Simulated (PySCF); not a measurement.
# C14H9BrO: the cost of one run

Programs: PySCF 2.14.0, with density-fitted response routines of our own. Each step states its level of theory. These are calculated values for one molecule in the gas phase, unless marked as measured. Atoms count from 0, in the outputs and in this text.

## Step 1: The starting structure

25 atoms, charge 0, multiplicity 1; geometry from: GFN2-xTB.

Bonds of the start (Å): O0–C1 1.22, C1–C2 1.48, C2–C3 1.40, C3–C4 1.38, C4–C5 1.39, C5–C6 1.38, C6–C7 1.39, C7–C8 1.50, C8–C9 1.50, C9–C10 1.39, C10–C11 1.38, C11–Br12 1.90, C11–C13 1.39, C13–C14 1.38, C14–C15 1.40, C15–C1 1.48, C7–C2 1.40, C15–C9 1.40, C3–H16 1.08, C4–H17 1.08, C5–H18 1.08, C6–H19 1.08, C8–H20 1.10, C8–H21 1.09, C10–H22 1.08, C13–H23 1.08, C14–H24 1.08.

## Step 2: Relaxing the molecule at PBE0-D3(BJ)/def2-SVP

What the job is given:

```
{"job": {"xc": "PBE0", "basis": "def2-SVP", "d3": "d3bj", "grid": 1, "kind": "geom"}, "charge": 0, "multiplicity": 1}
O     -1.558700     2.952980     0.482040
C     -1.538630     1.736710     0.427850
C     -2.743160     0.920930     0.674990
C     -3.936450     1.582530     0.978280
C     -5.094530     0.874630     1.212000
C     -5.072650    -0.512310     1.149530
C     -3.896850    -1.174520     0.854480
C     -2.720570    -0.472770     0.611550
C     -1.473390    -1.234280     0.286420
C     -0.260990    -0.394650     0.040690
C      0.940960    -1.024550    -0.264100
C      2.077170    -0.274180    -0.494670
Br     3.709790    -1.165110    -0.903040
C      2.054880     1.112310    -0.432640
C      0.865280     1.735860    -0.131220
C     -0.296880     0.998280     0.108430
H     -3.917890     2.661350     1.021220
H     -6.013060     1.392680     1.441970
H     -5.975420    -1.076480     1.330700
H     -3.884280    -2.254470     0.809080
H     -1.259910    -1.932440     1.106740
H     -1.658590    -1.854740    -0.596310
H      0.984580    -2.102440    -0.320480
H      2.951910     1.681730    -0.618100
H      0.803050     2.812000    -0.072000
```

Q: Estimate the wall time of this first job on 8 threads of Intel Xeon Platinum 8488C (Sapphire Rapids), shared host.

About 3.4 min.
